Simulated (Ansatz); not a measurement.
Working through a calculation of the elastic constants of ScIr, space group Pm-3m

With the Ansatz DFT code, driven from Python.

At the Python prompt:
```pycon
>>> import ansatz as az
>>> import numpy as np
>>> crystal = (
...     az.Lattice.of([3.206, 0.0, 0.0], [0.0, 3.206, 0.0], [0.0, 0.0, 3.206])
...     .atom("Sc", [0.5, 0.5, 0.5])
...     .atom("Ir", [0.0, 0.0, 0.0])
... )
>>> model = crystal.calculation()
>>> model = model.occupations("Fermi-Dirac").functional("PBEsol", dispersion="d3bjatm")
>>> model = model.scf(tolerance=1e-09)
>>> model = model.basis(420)
>>> model = model.pseudopotentials("paw").kpoints(14, 14, 14)
>>> res = model.elastic("relaxed-ion").run(threads=1, backend="cpu")
DeckWarning: elastic: scf.convergence.dr2_threshold = 1e-9 eV (typed) is looser than the 1e-10 eV advised at elastic.amplitude = 2e-3. Elastic constants divide stress differences by the amplitude, so a small SCF error in a stress becomes a large one in a [...]
>>> elastic = res.elastic
>>> print(np.array2string(np.round(elastic.c_gpa, 1) + 0.0, suppress_small=True))
[[184.3 151.4 151.4   0.    0.    0. ]
 [151.4 184.3 151.4   0.    0.    0. ]
 [151.4 151.4 184.3   0.    0.    0. ]
 [  0.    0.    0.   85.4   0.    0. ]
 [  0.    0.    0.    0.   85.4   0. ]
 [  0.    0.    0.    0.    0.   85.4]]
>>> print("Voigt stress of the unstrained cell (GPa, tension positive):", np.round(elastic.sigma0_gpa, 3) + 0.0)
Voigt stress of the unstrained cell (GPa, tension positive): [7.381 7.381 7.381 0.    0.    0.   ]
>>> print("smallest eigenvalue of C:", round(elastic.stability.min_eigenvalue_gpa, 1), "GPa; tensor positive definite:", elastic.stability.min_eigenvalue_gpa > 0)
smallest eigenvalue of C: 33.0 GPa; tensor positive definite: True
>>> # averaged moduli need a positive definite tensor
>>> if elastic.stability.min_eigenvalue_gpa > 0:
...     for name, value in elastic.moduli.to_plain().items():
...         print(f"{name:14s} {value:9.3f}")
...
k_voigt_gpa      162.380
k_reuss_gpa      162.380
k_hill_gpa       162.380
g_voigt_gpa       57.822
g_reuss_gpa       31.944
g_hill_gpa        44.883
youngs_gpa       123.290
poisson            0.373
```

Caveats:
- The cell isn't relaxed first, so the values belong to this volume.
- Dispersion corrections can be off by several per cent in the lattices of metals, and by several GPa in the pressure at a fixed cell.
- A positive definite tensor excludes instabilities under uniform strain alone; phonons elsewhere in the zone can still be imaginary.
- Spin-orbit coupling, which matters for elements this heavy, is left out.
- At these settings the cell as given stands under about -7 GPa, so it isn't at this functional's equilibrium volume.
- The structure is a deposited one; some such entries were measured under pressure or heat, so a shift against it needn't be the functional's error alone.
- Warnings are shown shortened and without file and line.
- Shear constants of a metal converge slowly with the k-point mesh and can be wrong in sign on a coarse one; the constants belong to the cell that was strained.
- Wall time of the script: 77 s on 1 thread of Arm Neoverse V1, on a shared host, peak memory 0.6 GiB.

(A comment or docstring line of the script was reworded after the run, the code is as it ran.)
